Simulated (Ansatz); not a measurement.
**MgO: how the settings move a single-point run**

Aim: see which settings change the result for MgO, by how much, and at what cost.

Program: Ansatz 0.2.0. Level of theory: reference: DFT, PBEsol, plane waves, PAW. These are calculated values, not measurements.

1 further run of the same task is left out (it didn't finish).

**1. The system as given**

Symmetry: Fm-3m, No. 225, cubic system. Conventional cell: a = 4.204 Å, b = 4.204 Å, c = 4.204 Å, α = 90.00°, β = 90.00°, γ = 90.00°. Mg (site symmetry m-3m) is surrounded by 6 O at 2.10 Å. O (site symmetry m-3m) has 6 Mg at 2.10 Å as nearest neighbours.

Coordinates:

```xyz
2
Lattice="0.0000 2.1022 2.1022 2.1022 0.0000 2.1022 2.1022 2.1022 0.0000" Properties=species:S:1:pos:R:3 pbc="T T T"
Mg    0.0000    0.0000    0.0000
O     2.1022    2.1022    2.1022
```

**2. Reference**

Contents of input.yaml:

```yaml
crystal:
  lattice:
    - [0.0, 2.1021674158, 2.1021674158]
    - [2.1021674158, 0.0, 2.1021674158]
    - [2.1021674158, 2.1021674158, 0.0]
  atoms:
    - { symbol: Mg, position: [0.0, 0.0, 0.0] }
    - { symbol: O, position: [0.5, 0.5, 0.5] }
kpoints:
  mp_grid: { grid: [8, 8, 8] }
hamiltonian:
  xc: pbesol
scf:
  occupations: { method: fixed }
  n_extra_bands: 4
output:
  forces: true
  stress: true
  eigenvalues: true
  write_density: true
  write_potential: true
  elf: true
  volumetric_format: npy
```

On the command line:

```sh
$ ansatz run input.yaml --threads 4 --pin off --max-ram 3686MiB --backend cpu --events-out ev --progress --plain --runs-dir out
```

**3. Variant: dr2_threshold 1.0e-12**

Edit input.yaml of step 2 so:

```diff
@@ -15,2 +15,4 @@
   n_extra_bands: 4
+  convergence: { dr2_threshold: 1.0e-12 }
+  max_iter: 86
 output:
@@ -19,5 +21 @@
   eigenvalues: true
-  write_density: true
-  write_potential: true
-  elf: true
-  volumetric_format: npy
```

**4. Changed: occupations.method methfessel_paxton, occupations.width 0.05**

Edit input.yaml of step 2 so:

```diff
@@ -13,3 +13,3 @@
 scf:
-  occupations: { method: fixed }
+  occupations: { method: methfessel_paxton, width: 0.05 }
   n_extra_bands: 4
@@ -19,5 +19 @@
   eigenvalues: true
-  write_density: true
-  write_potential: true
-  elf: true
-  volumetric_format: npy
```

**5. A further run, with the input changed**

Edit input.yaml of step 2 so:

```diff
@@ -15,2 +15,4 @@
   n_extra_bands: 4
+  mixing: { beta: 1.0 }
+  max_iter: 68
 output:
@@ -19,5 +21 @@
   eigenvalues: true
-  write_density: true
-  write_potential: true
-  elf: true
-  volumetric_format: npy
```

**7. Changing settings: xc r2scan**

Edit input.yaml of step 2 so:

```diff
@@ -11,3 +11,3 @@
 hamiltonian:
-  xc: pbesol
+  xc: r2scan
 scf:
@@ -19,5 +19 @@
   eigenvalues: true
-  write_density: true
-  write_potential: true
-  elf: true
-  volumetric_format: npy
```

**8. Variant: xc mr2scan**

Edit input.yaml of step 2 so:

```diff
@@ -11,3 +11,3 @@
 hamiltonian:
-  xc: pbesol
+  xc: mr2scan
 scf:
@@ -19,5 +19 @@
   eigenvalues: true
-  write_density: true
-  write_potential: true
-  elf: true
-  volumetric_format: npy
```

(Steps that only read results are left out.)

Before running it: what results should come out? Wanted: for each run, ending; energy change; pressure; gap; force.

**Answer**, as computed:

```csv
run,ending,energy change,pressure (GPa),gap (eV),force (eV/Å),cycles,time
reference,converged,0,1.1,4.69,0.00,6,3.2 s
1: dr2_threshold 1.0e-12,converged,0.0 meV/atom,1.1,4.69,0.00,8,2.6 s
"2: occupations.method methfessel_paxton, occupations.width 0.05",converged,0.0 meV/atom (σ→0),1.1,4.69,0.00,5,2.1 s
3: mixing.beta 1.0,converged,0.0 meV/atom,1.1,4.69,0.00,6,2.1 s
4: xc r2scan,converged,not comparable,0.0,5.68,0.00,6,3.6 s
5: xc mr2scan,converged,not comparable,0.0,5.68,0.00,6,3.2 s
```

Times don't compare one to one where runs were asked for different outputs or read a saved state (see the inputs); cycles may leave out searches for a lower state.

Residual by cycle in the longest SCF loop of each run; runs are numbered as in the table. The quantity is the density residual dr2, in eV.

```csv
cycle,reference,run 1,run 2,run 3,run 4,run 5
1,0.0318,0.0318,0.0315,0.0318,0.0104,0.0104
2,0.00581,0.00581,0.00308,0.107,0.00163,0.00163
3,7.2e-5,7.2e-5,4.4e-5,1.9e-4,8.7e-5,8.7e-5
4,1.7e-6,1.7e-6,8.1e-7,6.1e-7,5.8e-6,5.8e-6
5,2.7e-8,2.7e-8,8.0e-8,1.8e-7,7.4e-8,7.4e-8
6,2.9e-10,2.9e-10,-,1.5e-8,2.6e-9,2.6e-9
7,-,8.1e-12,-,-,-,-
8,-,3.3e-14,-,-,-,-
```

What this shows: Of the converged runs whose energies compare with the reference's, none moves it noticeably.
